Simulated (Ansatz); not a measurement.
**C₂H₆O₂Si: one species, many methods**

An exercise on one series of results from a longer session: the logs are not shown, and one member is left open.

Program: Ansatz 0.2.0, Gaussian basis. Level of theory: functionals in def2-TZVPP, the program's frozen cores in correlated methods. These are calculated values, not measurements.

The runs, in order: LDA (SPW92), PBE-D4, revPBE-D4, BLYP-D4, r2SCAN-D4, B97M-V, PBE0-D4, B3LYP-D4, r2SCANh-D4, r2SCAN0-D4, HSE06-D4, BHLYP-D4, CAM-B3LYP-D4, LC-ωPBE, ωB97X-V, ωB97M-V, B2PLYP, PBE-QIDH; CCSD(T)/def2-SVP; CCSD(T)/def2-TZVPP; MP2/def2-QZVPP; extrapolation to the limit; RPA on PBE.

## Structure used throughout

An earlier PBE0-D4 in a triple-zeta def2 set relaxation fixed the geometry.

SMILES `C[SiH](O)C=O`, 11 atoms, charge 0, spin multiplicity 1.

Atoms are counted from 1 here; the program's logs count them from 0.

Bond lengths: C1–Si2 1.857 Å, C1–H6 1.092 Å, C1–H7 1.093 Å, C1–H8 1.093 Å, Si2–O3 1.639 Å, Si2–C4 1.925 Å, Si2–H9 1.489 Å, O3–H10 0.964 Å, C4–O5 1.211 Å, C4–H11 1.115 Å. Angles: Si2–C1–H6 111.2°, Si2–C1–H7 110.1°, Si2–C1–H8 110.7°, H6–C1–H7 108.2°, H6–C1–H8 108.6°, H7–C1–H8 107.8°, C1–Si2–O3 112.3°, C1–Si2–C4 111.6°, C1–Si2–H9 110.0°, O3–Si2–C4 103.2°, O3–Si2–H9 111.6°, C4–Si2–H9 107.9°, Si2–O3–H10 112.3°, Si2–C4–O5 118.0°, Si2–C4–H11 123.2°, O5–C4–H11 118.8°.

The first run:

Input file in.yaml:

```yaml
crystal:
  periodic: [false, false, false]
  atoms:
    - {symbol: C, position_ang: [-0.779111, 1.235793, 0.656967]}
    - {symbol: Si, position_ang: [0.265437, -0.286893, 0.455358]}
    - {symbol: O, position_ang: [1.858147, 0.067673, 0.295751]}
    - {symbol: C, position_ang: [-0.143705, -1.216162, -1.180104]}
    - {symbol: O, position_ang: [0.753669, -1.390785, -1.974661]}
    - {symbol: H, position_ang: [-0.667485, 1.907792, -0.196533]}
    - {symbol: H, position_ang: [-0.483624, 1.778248, 1.558384]}
    - {symbol: H, position_ang: [-1.835097, 0.970575, 0.757068]}
    - {symbol: H, position_ang: [0.023592, -1.223386, 1.587911]}
    - {symbol: H, position_ang: [2.235209, -0.300345, -0.511982]}
    - {symbol: H, position_ang: [-1.161532, -1.599610, -1.427460]}
basis:
  gaussian: {orbitals: def2-TZVPP}
hamiltonian: {xc: lda}
output: {orbitals: {seedname: orbitals}}
```

Steps of the session up to this table: LDA; PBE-D4 (GGA); revPBE-D4 (GGA); BLYP-D4 (GGA); r2SCAN-D4 (meta-GGA); B97M-V (meta-GGA); PBE0-D4 (hybrid); B3LYP-D4 (hybrid); r2SCANh-D4 (hybrid); r2SCAN0-D4 (hybrid); HSE06-D4 (hybrid); BHLYP-D4 (hybrid); CAM-B3LYP-D4 (range-separated); LC-ωPBE (range-separated); ωB97X-V (range-separated); ωB97M-V (range-separated); B2PLYP (double hybrid); PBE-QIDH (double hybrid).

One of the session's tables, all rows but one given; the rest of the session is left out.

It belongs to the step «Orbital energies across the functionals». 

```
  functional  HOMO (eV)  LUMO (eV)  gap (eV)
 LDA (SPW92)      -5.81      -3.09      2.72
      PBE-D4      -5.67      -2.82      2.86
   revPBE-D4      -5.61      -2.71      2.90
     BLYP-D4          ?          ?         ?
   r2SCAN-D4      -5.93      -2.62      3.32
      B97M-V      -6.08      -2.55      3.53
     PBE0-D4      -7.15      -1.66      5.49
    B3LYP-D4      -6.95      -1.93      5.02
  r2SCANh-D4      -6.49      -2.19      4.30
  r2SCAN0-D4      -7.34      -1.55      5.78
    HSE06-D4      -6.74      -2.05      4.69
    BHLYP-D4      -8.62      -0.44      8.18
CAM-B3LYP-D4      -8.60      -0.44      8.15
     LC-ωPBE      -9.86       0.83     10.69
     ωB97X-V      -9.56       0.73     10.28
     ωB97M-V      -9.46       0.62     10.08
```

Estimate the missing values for BLYP-D4.

Worked estimate for «HOMO (eV)». Against the share of exact exchange, B3LYP-D4 (0.2, -6.95), BHLYP-D4 (0.5, -8.62) give a slope of -5.57 per unit share; at 0 the line stands at -5.84.

The run gave: HOMO (eV): -5.61; LUMO (eV): -2.68; gap (eV): 2.92. In «HOMO (eV)» the line misses by -0.23.
